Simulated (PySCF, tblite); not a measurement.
**C4H9AlF2O: geometry, infrared bands and NMR shifts**

What infrared bands and NMR shifts should C4H9AlF2O (`C=[C](F)[Al@@H-]([F])[O+](C)C`) show?

The runs use tblite 0.8.0 and PySCF 2.14.0, with density-fitted response routines of our own; the level of theory stands in each step. All values are computed, except where a source is named. Atoms count from 0, in the outputs and in this text.

**1. Starting geometry**

17 atoms, charge 0, multiplicity 1; geometry from: force field or distance geometry start.

Bonds of the start (Å): C0–C1 1.33, C1–F2 1.37, C1–Al3 1.97, Al3–F4 1.81, Al3–O5 1.87, O5–C6 1.42, O5–C7 1.41, C0–H8 1.09, C0–H9 1.07, Al3–H10 1.61, C6–H11 1.13, C6–H12 1.10, C6–H13 1.11, C7–H14 1.10, C7–H15 1.11, C7–H16 1.12.

**2. Optimising the geometry with GFN2-xTB**

What the job is given:

```
{"job": {"kind": "relax", "xc": "GFN2-xTB", "basis": "xTB"}, "charge": 0, "multiplicity": 1}
C      2.844800    -0.332100    -0.317600
C      1.894300    -1.035200     0.301500
F      2.074000    -2.380100     0.489300
Al     0.253000    -0.177700     0.981300
F      0.696200     1.056900     2.222400
O     -0.669100     0.626200    -0.431300
C     -1.794300     1.319400     0.076000
C     -1.097000    -0.366500    -1.332200
H      2.724100     0.736100    -0.468200
H      3.728500    -0.817600    -0.681600
H     -0.679900    -1.292500     1.668400
H     -2.510100     0.639200     0.615300
H     -2.346400     1.826900    -0.735100
H     -1.471100     2.125100     0.770200
H     -0.235100    -0.898900    -1.771400
H     -1.634700     0.095300    -2.185600
H     -1.784200    -1.112500    -0.858200
```

On the command line:

```bash
$ OMP_NUM_THREADS=1 python probes_run.py task.json out
```

One launch serves the whole session: the jobs run in the order shown.

**Question.** This job is followed by: GFN2-xTB harmonic vibrations, gas phase; GIAO PBE0/pcSseg-1 NMR shielding, non-relativistic, gas phase. Predict these results of the whole session: strongest single infrared mode (GFN2-xTB); zero-point energy (GFN2-xTB); ¹³C shifts against TMS (PBE0/pcSseg-1, means over atoms taken as alike); ¹H shifts against TMS (PBE0/pcSseg-1, means over atoms taken as alike); ¹⁹F shifts against CFCl3 (PBE0/pcSseg-1); ²⁷Al shifts against AlH4- (PBE0/pcSseg-1); ¹⁷O shifts against H2O (PBE0/pcSseg-1); surface potential, 1st and 99th percentile.

The runs gave:

| quantity | value |
| --- | --- |
| strongest single infrared mode (GFN2-xTB) | 778 cm⁻¹, 244 km/mol |
| zero-point energy (GFN2-xTB) | 76.1 kcal/mol |
| ¹³C shifts against TMS (PBE0/pcSseg-1, means over atoms taken as alike) | 193.6, 111.6, 60.4 ppm |
| ¹H shifts against TMS (PBE0/pcSseg-1, means over atoms taken as alike) | 5.76, 4.98, 3.83, 3.68 ppm |
| ¹⁹F shifts against CFCl3 (PBE0/pcSseg-1) | -76.5, -195.6 ppm |
| ²⁷Al shifts against AlH4- (PBE0/pcSseg-1) | 25.7 ppm |
| ¹⁷O shifts against H2O (PBE0/pcSseg-1) | 0.2 ppm |
| surface potential, 1st and 99th percentile | -1.69 V and 1.53 V |

Relaxing lowered the energy by 0.894 eV in 146 steps; the close pair that moved most is Al3–F4, from 1.806 to 1.659 Å. All 45 modes are real, so the xTB geometry is a minimum. The strongest single mode, at 778 cm⁻¹, moves mainly Al3 and F4. Unscaled tight-binding wavenumbers are off by several per cent, some by more. Its intensities can rank the bands wrongly. At PBE0/pcSseg-1: Shielding is most anisotropic at F2 (span 304 ppm, paramagnetic term -230 ppm).
